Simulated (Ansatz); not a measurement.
# CH4Br2Si: one species, many methods

Aim: compute CH4Br2Si with functionals from several rungs and with coupled cluster, and see how far each lands from CCSD(T) at the basis-set limit for the atomisation energy.

Method: functionals in def2-TZVPP, the program's frozen cores in correlated methods; program: Ansatz 0.2.0, Gaussian basis.

The runs, in order: LDA (SPW92), PBE-D4, revPBE-D4, BLYP-D4, r2SCAN-D4, B97M-V, PBE0-D4, B3LYP-D4, r2SCANh-D4, r2SCAN0-D4, HSE06-D4, BHLYP-D4, CAM-B3LYP-D4, LC-ωPBE, ωB97X-V, ωB97M-V, B2PLYP, PBE-QIDH; CCSD(T)/def2-SVP; CCSD(T)/def2-TZVPP; MP2/def2-QZVPP; extrapolation to the limit; RPA on PBE.

### Step 1. The relaxed structure

The geometry comes from an earlier relaxation with PBE0-D4 in a triple-zeta def2 set; it is a stationary point, not always the lowest conformer.

SMILES `C[SiH](Br)Br`, 8 atoms, charge 0, spin multiplicity 1.

Atoms are counted from 1 here; the program's logs count them from 0.

Bond lengths: C1–Si2 1.850 Å, C1–H5 1.093 Å, C1–H6 1.093 Å, C1–H7 1.091 Å, Si2–Br3 2.217 Å, Si2–Br4 2.217 Å, Si2–H8 1.478 Å. Angles: Si2–C1–H5 109.9°, Si2–C1–H6 109.9°, Si2–C1–H7 110.4°, H5–C1–H6 109.0°, H5–C1–H7 108.8°, H6–C1–H7 108.8°, C1–Si2–Br3 109.8°, C1–Si2–Br4 109.8°, C1–Si2–H8 113.5°, Br3–Si2–Br4 109.3°, Br3–Si2–H8 107.2°, Br4–Si2–H8 107.2°.

### Step 2. LDA

This LDA is Slater exchange with PW92 correlation.

Contents of in.yaml:

```yaml
crystal:
  periodic: [false, false, false]
  atoms:
    - {symbol: C, position_ang: [-0.107588, 1.031590, -0.095736]}
    - {symbol: Si, position_ang: [-0.011992, -0.796490, 0.170287]}
    - {symbol: Br, position_ang: [2.022258, -1.349549, 0.855307]}
    - {symbol: Br, position_ang: [-0.461793, -1.854844, -1.724672]}
    - {symbol: H, position_ang: [-1.110414, 1.307079, -0.430587]}
    - {symbol: H, position_ang: [0.112234, 1.555585, 0.837420]}
    - {symbol: H, position_ang: [0.613731, 1.344485, -0.852586]}
    - {symbol: H, position_ang: [-0.964134, -1.294956, 1.184668]}
basis:
  gaussian: {orbitals: def2-TZVPP}
hamiltonian: {xc: lda}
output: {orbitals: {seedname: orbitals}}
```

Further steps of the session: PBE-D4 (GGA); revPBE-D4 (GGA); BLYP-D4 (GGA); r2SCAN-D4 (meta-GGA); B97M-V (meta-GGA); PBE0-D4 (hybrid); B3LYP-D4 (hybrid); r2SCANh-D4 (hybrid); r2SCAN0-D4 (hybrid); HSE06-D4 (hybrid); BHLYP-D4 (hybrid); CAM-B3LYP-D4 (range-separated); LC-ωPBE-D4 (range-separated); ωB97X-V (range-separated); ωB97M-V (range-separated); B2PLYP (double hybrid); PBE-QIDH (double hybrid); CCSD(T) in def2-SVP; CCSD(T) in def2-TZVPP; MP2 in def2-QZVPP; RPA on PBE orbitals.

Before running them: what should the planned runs give, taken together? Wanted: atomisation energy, CCSD(T)/CBS; farthest beyond LDA; mean size of error, GGA; mean size of error, meta-GGA; mean size of error, hybrid; mean size of error, range-separated; mean size of error, double hybrid; gap, smallest and largest; T1 diagnostic.

The runs gave:

| quantity | value |
| --- | --- |
| atomisation energy, CCSD(T)/CBS | 2676.0 kJ/mol |
| functionals within 26.8 kJ/mol (1.0 %) | PBE-D4, r2SCAN-D4, B97M-V, PBE0-D4, r2SCANh-D4, r2SCAN0-D4, HSE06-D4, ωB97X-V, ωB97M-V, PBE-QIDH |
| farthest beyond LDA | BHLYP-D4 (-76.5 kJ/mol) |
| mean size of error, GGA | 39.8 kJ/mol |
| mean size of error, meta-GGA | 7.7 kJ/mol |
| mean size of error, hybrid | 30.3 kJ/mol |
| mean size of error, range-separated | 29.5 kJ/mol |
| mean size of error, double hybrid | 40.9 kJ/mol |
| gap, smallest and largest | 5.91 eV (LDA (SPW92)), 13.15 eV (LC-ωPBE) |
| T1 diagnostic | 0.0075 |
| triples share of the correlation energy | 3.5 % |

**Reading.** LDA overbinds by 309.3 kJ/mol (12 %). PBE-D4 misses by +0.8 kJ/mol. Double hybrids carry the basis error of their MP2 part in triple zeta, and no dispersion term here, so their miss is partly the set-up's. By mean error the best rung here is meta-GGA (7.7 kJ/mol) and the worst beyond LDA is double hybrid (40.9 kJ/mol). The reference freezes the cores and leaves out relativity and excitations past (T), and its outer-core shells are covered unevenly, so misses under about 26.8 kJ/mol can't be ranked. All levels share the lack of spin-orbit coupling, which lowers the free heavy atoms and so the true binding. Hartree-Fock recovers 75 % of the binding; the rest is correlation. CCSD(T) in def2-SVP is off by -191.4 kJ/mol, worse than the median functional, from the basis alone. The gap grows from 5.9 to 13.2 eV across the functionals, mostly with the share of exact exchange. Correlated methods include outer-core shells of Br, which these sets cover unevenly.
